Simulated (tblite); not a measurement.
# H5O4PSi2: the cost of one run

Computed with tblite 0.8.0 and PySCF 2.14.0; each step states its level. No surroundings beyond the atoms listed, unless a continuum is named. Atoms count from 0, parts from 1.

### Step 1. Starting point

12 atoms, charge 0, multiplicity 1; geometry: distance geometry start.

### Step 2. Relaxing the cluster with GFN2-xTB

What the job is given:

```
{"job": {"kind": "relax", "xc": "GFN2-xTB", "basis": "xTB"}, "charge": 0, "multiplicity": 1}
Si     0.727923    -0.584370    -1.279385
Si     2.720330    -0.254603    -0.262655
O     -0.407398     0.547317    -0.737999
P     -1.769869    -0.130591    -0.035752
O     -2.460184    -1.179442    -0.881389
O     -2.869747     1.150179     0.130638
O     -1.410047    -0.798006     1.468054
H      3.554206     0.696791    -0.962187
H      2.452744     0.302203     1.099318
H      3.354061    -1.576709    -0.116132
H     -2.604555     1.831297    -0.540632
H     -1.226113    -0.071202     2.094582
```

Method: GFN2-xTB geometry optimisation, gas phase.

Started as:

```bash
> OMP_NUM_THREADS=1 python cluster_run.py task.json out
```

One launch serves the whole session: the jobs run in the order shown.

**Question.** How long does this first job take on 1 thread of Arm Neoverse V1, shared host?

About 5.8 s.
